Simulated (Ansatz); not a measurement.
**BF2H4NS: a nudged elastic band in two tries**

Aim: a band of images between two relaxed ends for this system.

Method: RHF/6-31G*, in Ansatz 0.2.0.

## Step 1: The starting structure

Bond lengths: B1–N2 1.389 Å, N2–H3 0.996 Å, N2–H4 0.994 Å, B1–F5 1.320 Å, B1–F6 1.325 Å, S7–H8 1.326 Å, S7–H9 1.327 Å. Angles: B1–N2–H3 122.5°, B1–N2–H4 122.4°, H3–N2–H4 115.2°, N2–B1–F5 121.7°, N2–B1–F6 121.1°, F5–B1–F6 117.3°, H8–S7–H9 94.4°.

Coordinates:

```xyz
9

B     0.2278   -0.6612    0.2219
N     0.2332   -0.4846    1.5996
H    -0.1977    0.2977    2.0397
H     0.6710   -1.1291    2.2173
F     0.8128   -1.6991   -0.3455
F    -0.3639    0.2136   -0.5775
S    -1.4512    3.0472    1.5481
H    -1.6099    2.4406    0.3796
H    -0.3213    3.6492    1.1977
```

## Step 2: First try

input.yaml reads:

```yaml
crystal:
  periodic: [false, false, false]
  atoms:
    - { symbol: B, position_ang: [0.227842, -0.661226, 0.221866] }
    - { symbol: "N", position_ang: [0.233158, -0.484582, 1.599574] }
    - { symbol: H, position_ang: [-0.197704, 0.297666, 2.039664] }
    - { symbol: H, position_ang: [0.670957, -1.129144, 2.217259] }
    - { symbol: F, position_ang: [0.812801, -1.699133, -0.345542] }
    - { symbol: F, position_ang: [-0.363886, 0.213618, -0.577501] }
    - { symbol: S, position_ang: [-1.451181, 3.04723, 1.548129] }
    - { symbol: H, position_ang: [-1.609926, 2.440586, 0.379613] }
    - { symbol: H, position_ang: [-0.321262, 3.649187, 1.197741] }
basis:
  gaussian: { orbitals: "6-31G*" }
hamiltonian:
  xc: hf
neb:
  order_check: false
  images: 7
  f_tol: 0.05
  max_iterations: 8
  final_atoms:
    - { symbol: H, position_ang: [0.95625462, 1.00692927, 2.05186422] }
    - { symbol: H, position_ang: [-2.08859826, 2.04712936, 0.23086861] }
    - { symbol: S, position_ang: [-0.81705989, 2.24139274, -0.09829092] }
    - { symbol: F, position_ang: [-1.14947702, -0.50388408, 0.07961518] }
    - { symbol: F, position_ang: [0.96686724, 0.20427112, -0.44118528] }
    - { symbol: H, position_ang: [0.618124, -0.58929585, 1.9955211] }
    - { symbol: H, position_ang: [-0.53344277, 0.47808217, 2.43742307] }
    - { symbol: "N", position_ang: [0.24810296, 0.33123114, 1.82292385] }
    - { symbol: B, position_ang: [-0.19997188, 0.45834614, 0.20206316] }
  initial_path: idpp
```

Started as:

```
$ ansatz run input.yaml --threads 1 --pin off --max-ram 2048MiB --backend cpu --events-out ev --progress --plain --runs-dir out
```

Q: Predict the outcome of this session. Wanted: first try.

The runs gave:

| quantity | value |
| --- | --- |
| first try | refused |
| cause | the second end lists its atoms in reverse order, and the band pairs atoms by their place in the list |

What this shows: The fault in the first input was caught at the input check and cost nothing.
